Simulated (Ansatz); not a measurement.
Runs of Ansatz 0.2.0 on HfB. Symmetry: Fm-3m, No. 225, cubic system. Conventional cell: a = 4.620 Å, b = 4.620 Å, c = 4.620 Å, α = 90.00°, β = 90.00°, γ = 90.00°. Around Hf (site symmetry m-3m) lie 6 B at 2.31 Å. Around B (site symmetry m-3m) lie 6 Hf at 2.31 Å. 

| task | level | spin | cell | k mesh | cutoff (eV) | points for each segment of the path | gap on the mesh (eV) | pressure (GPa) | relaxed volume (Å³/atom) |
| --- | --- | --- | --- | --- | --- | --- | --- | --- | --- |
| band structure | revPBE | off | as given | 10 × 10 × 10 | 420 | 14 | none | 32.5 | - |
| relaxation of cell and atoms | BLYP | off | relaxed | 10 × 10 × 10 | 420 | - | none | 0.0 | 14.59 |
| relaxation of cell and atoms | revPBE | off | relaxed | 10 × 10 × 10 | 420 | - | none | 0.0 | 14.33 |
| band structure | PBEsol | SOC, no magnetisation | as given | 7 × 7 × 7 | 420 | 14 | none | (a) | - |
| relaxation of cell and atoms | RPBE | off | relaxed | 10 × 10 × 10 | 420 | - | none | 0.0 | 14.41 |
| band structure | RPBE | off | as given | 10 × 10 × 10 | 420 | 14 | none | 33.5 | - |
| band structure | BLYP | off | as given | 10 × 10 × 10 | 420 | 14 | none | 36.4 | - |
| band structure | r2SCAN | SOC, no magnetisation | as given | 7 × 7 × 7 | 500 | 14 | none | (b) | - |

Alike in all rows: potentials or basis Ansatz PAW; smearing fermi-dirac 0.05 eV.

**Question.** Fill in the values left out.

**Answer.** (a) 22.2; (b) 28.0.

Caveats: the PAW data sets come from PBE, with cores solved anew for the run's functional, which leaves a small shift of forces and pressure; a pressure of tens of GPa on the cell as given is suspect, and the run, the potentials or the cell itself is likely at fault (some runs); spin-orbit coupling is left out, which moves the levels of the heavy elements (some runs); the volume moved by over 15 % at a fixed basis, so the end points are rough (some runs); the plane-wave basis is chosen anew once the cell has moved, so the energies of steps on either side of that aren't comparable (some runs); so large a pressure means that the cell lies far from this level's equilibrium, or that cutoff or potentials fall short (some runs); the volume moved by +18 % from the deposited cell, more than functionals usually miss (some runs).

A k mesh can miss the band edges, and rows without SOC leave out spin-orbit coupling on Hf.

A gap of «none» marks a metal or a gap under the smearing width.

Runs at the PBE level aren't shown here.
